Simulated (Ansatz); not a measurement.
I need a single point of NbW (distorted cell). Use Ansatz 0.2.0, Python API. Settings: LDA, PAW, cutoff 463 eV, 7×7×4 k-points, Fermi-Dirac smearing of 0.1 eV.

Input file `nbw.vasp`:
```text
NbW
1.0
   1.64384000   -2.25350000    0.01901000
   1.61886000    2.23574000   -0.01375000
   0.00747000   -0.03313000    4.65653000
Nb W
1 1
Direct
   0.00874000    0.01536000    0.99996000
   0.49848000    0.48722000    0.48997000
```

`nbw_scf.py`
```python
"""SCF run for NbW, atoms off their sites."""

from collections import Counter
from collections import defaultdict
import warnings

import ansatz as az
from ase.io import read
import numpy as np

atoms = read("nbw.vasp", format="vasp")
structure = az.Crystal.from_ase(atoms)

# settings of the run
base = (
    structure.calculation()
    .functional("lda")
    .basis(17 * az.Ha)
    .kpoints(7, 7, 4)
    .occupations("fermi_dirac", width=0.1)
    .electric_field_gradient()
    .density_of_states(energy_step=0.05, method="smearing", broadening_width=0.1, projected=True)
    .density()
)
with warnings.catch_warnings(record=True) as caught:
    warnings.simplefilter("always")
    res = base.run(threads=1, backend="cpu")
print("warnings raised:", sorted(w.category.__name__ for w in caught) or "none")
summary = res.report

energy = summary["free_energy_ev"]
print("NbW: {:.6f} eV = {:.6f} Ry = {:.6f} Ha".format(energy, energy / 13.605693, energy / 27.211386))
print("Fermi level {:.4f} eV, {} k-points, {} symmetry operations".format(summary["fermi_energy_ev"], summary["n_kpoints"], summary["n_symmetry_ops"]))

told = Counter((n["data"]["severity"], n["data"]["kind"]) for n in res.notices if n["event"] == "notice")
for (severity, kind), count in sorted(told.items()):
    print(f"{severity:8s} {kind} x{count}")

for row in summary["efg"]:
    print({k: round(v, 4) if isinstance(v, float) else v for k, v in row.items() if not isinstance(v, (list, dict))})

dos = res.density_of_states()
energy = np.asarray(dos.energies_ev) - dos.fermi_ev
projected = res.projected_density_of_states()
by_shell = defaultdict(float)
for site in projected.sites:
    for shell in site.shells:
        for part in shell.curves:
            by_shell[f"{site.species} {'spdf'[shell.l]}"] += np.sum(part.g_bin_mean_per_ev, axis=0)
print("E - E_F  " + " ".join(f"{name:>7s}" for name in by_shell))
for e in np.arange(-8, 8 + 0.1, 1.0):
    print(f"{e:7.1f}  " + " ".join(f"{np.interp(e, energy, curve):7.3f}" for curve in by_shell.values()))

rho = res.density()
total = sum(ch.density_e_per_ang3 for ch in rho.channels[:2]) if len(rho.channels) < 3 else rho.channels[0].density_e_per_ang3
print("grid", rho.dims, "electrons", round(float(total.mean() * rho.cell_volume_ang3), 4))
print(f"density range {total.min():.4f} to {total.max():.4f} e/A^3")
print(np.array2string(total[:: max(rho.dims[0] // 8, 1), :: max(rho.dims[1] // 8, 1), 0], precision=3, suppress_small=True))
```

`python nbw_scf.py` gives:
```text
warnings raised: ['DeckWarning', 'PlacementWarning']
NbW: -14572.478839 eV = -1071.057449 Ry = -535.528725 Ha
Fermi level 19.2877 eV, 99 k-points, 1 symmetry operations
audit    band_cg_iterations x1
audit    preconditioner_resolved x1
{'site': 1, 'element': 'Nb', 'v_zz_1e21_v_m2': 2.8434, 'eta': 0.9835, 'by_run_symmetry': 'allowed', 'electrostatic_potential_v': -6149.1809}
{'site': 2, 'element': 'W', 'v_zz_1e21_v_m2': -12.37, 'eta': 0.0702, 'by_run_symmetry': 'allowed', 'electrostatic_potential_v': -14816.7513}
E - E_F     Nb s    Nb p    Nb d     W s     W p     W d
   -8.0    0.000   0.000   0.000   0.000   0.000   0.000
   -7.0    0.091   0.002   0.005   0.119   0.001   0.008
   -6.0    0.040   0.002   0.005   0.056   0.002   0.004
   -5.0    0.135   0.009   0.159   0.274   0.008   0.116
   -4.0    0.081   0.010   0.479   0.217   0.008   0.615
   -3.0    0.077   0.015   0.730   0.049   0.008   0.728
   -2.0    0.003   0.018   1.171   0.005   0.015   1.389
   -1.0    0.075   0.020   1.529   0.203   0.020   1.508
    0.0    0.106   0.013   0.491   0.036   0.008   0.520
    1.0    0.003   0.002   0.298   0.045   0.004   0.558
    2.0    0.008   0.003   0.452   0.012   0.002   0.576
    3.0    0.036   0.005   1.340   0.014   0.003   1.444
    4.0    0.042   0.001   1.264   0.039   0.001   0.576
    5.0    0.046   0.001   0.310   0.068   0.000   0.244
    6.0    0.000   0.000   0.060   0.000   0.000   0.001
    7.0    0.000   0.000   0.000   0.000   0.000   0.000
    8.0    0.000   0.000   0.000   0.000   0.000   0.000
grid (20, 20, 36) electrons 27.0
density range 0.2111 to 5.3828 e/A^3
[[4.373 5.108 4.325 1.723 0.545 0.346 0.452 1.262 3.649 5.235]
 [5.184 5.203 4.459 2.047 0.645 0.345 0.36  0.742 2.345 4.702]
 [4.033 4.314 3.212 1.507 0.549 0.31  0.287 0.4   0.956 2.462]
 [1.474 1.834 1.425 0.744 0.37  0.261 0.244 0.274 0.398 0.786]
 [0.478 0.569 0.508 0.362 0.262 0.225 0.221 0.236 0.274 0.353]
 [0.326 0.326 0.299 0.258 0.226 0.212 0.217 0.239 0.274 0.307]
 [0.45  0.359 0.287 0.246 0.224 0.219 0.237 0.299 0.407 0.484]
 [1.33  0.797 0.423 0.284 0.243 0.244 0.303 0.521 1.013 1.459]
 [3.813 2.564 1.091 0.44  0.29  0.283 0.413 1.007 2.408 3.72 ]
 [5.227 4.89  2.779 0.928 0.389 0.323 0.488 1.42  3.653 5.147]]
```

What to keep in mind:
- Absolute energies stand on the zero of these potentials, so only differences at equal settings mean something. A total without «per atom» is that of the cell as typed.
- No spin polarisation was allowed.
- The mesh is modest for a metal, so energies can be off by several to tens of meV an atom and pressures by half a GPa or more; differences at equal mesh fare better.
- Only differences from the Fermi energy are physical; the zero of the scale is a convention.
- Projections exist only for the shells that the potentials hold, some of them semicore, and samples at single energies can miss narrow peaks.
- Spin-orbit coupling, which matters for elements this heavy, is left out.
- The fields are valence quantities on the plane-wave grid; their values near the nuclei depend on the potentials.
- The cell is a database structure, distorted on purpose.
- The computed bands are complete only to about 2.6 eV above the Fermi level; beyond that the density of states is undercounted.
- Finished in 7.3 s on 1 thread of Arm Neoverse V2 (shared host), peak memory 0.54 GiB.
